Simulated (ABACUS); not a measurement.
**Zn in ABACUS: the effect of basis**

Slab: Zn, a slab with vacuum.

```xyz
5
Lattice="2.6648 0.0000 0.0000 -1.3324 2.3078 0.0000 0.0000 0.0000 24.8934" Properties=species:S:1:pos:R:3 pbc="T T T"
Zn    0.0000    1.5385    7.5000
Zn    1.3324    0.7693    9.9734
Zn    0.0000    1.5385   12.4467
Zn    1.3324    0.7693   14.9200
Zn    0.0000    1.5385   17.3934
```

Alike in all runs:

| Quantity | Value |
| --- | --- |
| Program | ABACUS 3.10.1 |
| Task | single point |
| Functional | PBE |
| Potentials or basis | PseudoDojo NC SR 0.4.1 PBE standard |
| k mesh | 8 × 8 × 1 |
| Occupations | fermi-dirac, width 0.05 eV |
| Spin | no spin polarisation |

| basis | cutoff | largest force (eV/Å) | work function (eV) |
| --- | --- | --- | --- |
| DZP | 1361 eV | 0.24 | 3.35 |
| TZDP | 1361 eV | ? | ? |
| pw | 1143 eV | 0.23 | 4.07 |

Q: What does the run with basis TZDP give?

A: Largest force 0.25 eV/Å; work function 3.62 eV.

Caveats: the atomic orbitals were generated for these runs and aren't a published set (some runs); confined orbitals describe the vacuum poorly, which shifts work functions (some runs).
